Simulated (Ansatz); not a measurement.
# C3H7ClSi2: the cost of one run

All numbers below are computed with Ansatz 0.2.0 (UKS PBE-D4/STO-3G).

## 1. The system as given

Bond lengths: Cl1–Si2 2.028 Å, Si2–Si3 2.309 Å, Si3–C4 1.651 Å, C4–C5 1.307 Å, C4–C6 1.506 Å, C5–C6 1.427 Å, Si2–H7 1.502 Å, Si2–H8 1.496 Å, Si3–H9 1.521 Å, Si3–H10 1.527 Å, C5–H11 1.037 Å, C6–H12 1.068 Å, C6–H13 1.110 Å. Angles (14 of 24 angles, heavy atoms first): Cl1–Si2–Si3 112.2°, Si2–Si3–C4 113.6°, Si3–C4–C5 159.5°, Si3–C4–C6 140.0°, C5–C4–C6 60.5°, C4–C5–C6 66.7°, C4–C6–C5 52.8°, Cl1–Si2–H7 107.3°, Cl1–Si2–H8 107.0°, Si3–Si2–H7 111.6°, Si3–Si2–H8 111.7°, Si2–Si3–H9 109.5°, Si2–Si3–H10 107.5°, C4–Si3–H9 114.3°.

As a file:

```xyz
13

Cl   -0.6258   -3.1143    0.0126
Si    1.0539   -2.0350    0.3678
Si    0.5796    0.1442    0.9676
C    -0.2074    0.9973   -0.2071
C    -0.3923    1.8014   -1.2205
C    -1.6026    1.2323   -0.7221
H     1.8958   -2.0957   -0.8743
H     1.8164   -2.7503    1.4380
H    -0.1125    0.1576    2.3221
H     1.9061    0.8340    1.2771
H     0.0503    2.4716   -1.8766
H    -2.0284    0.4488   -1.3099
H    -2.3126    1.8733   -0.1599
```

## 2. Relaxing the start

input.yaml reads:

```yaml
crystal:
  periodic: [false, false, false]
  atoms:
    - { symbol: Cl, position_ang: [-0.6258, -3.1143, 0.0126] }
    - { symbol: Si, position_ang: [1.0539, -2.035, 0.3678] }
    - { symbol: Si, position_ang: [0.5796, 0.1442, 0.9676] }
    - { symbol: C, position_ang: [-0.2074, 0.9973, -0.2071] }
    - { symbol: C, position_ang: [-0.3923, 1.8014, -1.2205] }
    - { symbol: C, position_ang: [-1.6026, 1.2323, -0.7221] }
    - { symbol: H, position_ang: [1.8958, -2.0957, -0.8743] }
    - { symbol: H, position_ang: [1.8164, -2.7503, 1.438] }
    - { symbol: H, position_ang: [-0.1125, 0.1576, 2.3221] }
    - { symbol: H, position_ang: [1.9061, 0.834, 1.2771] }
    - { symbol: H, position_ang: [0.0503, 2.4716, -1.8766] }
    - { symbol: H, position_ang: [-2.0284, 0.4488, -1.3099] }
    - { symbol: H, position_ang: [-2.3126, 1.8733, -0.1599] }
magnetization:
  spin_polarized: true
basis:
  gaussian: { orbitals: STO-3G }
hamiltonian:
  xc: pbe
  dispersion: d4
relax:
  f_tol: 0.02
  max_steps: 40
```

Run with:

```console
ansatz run input.yaml --threads 1 --pin off --max-ram 2048MiB --backend cpu --events-out ev --progress --plain --runs-dir out
```

**Question.** How long does this run take on 1 thread of AMD EPYC (Zen 3), shared host, and how much memory does it need?

About 1.8 min, with a peak of 0.17 GiB.
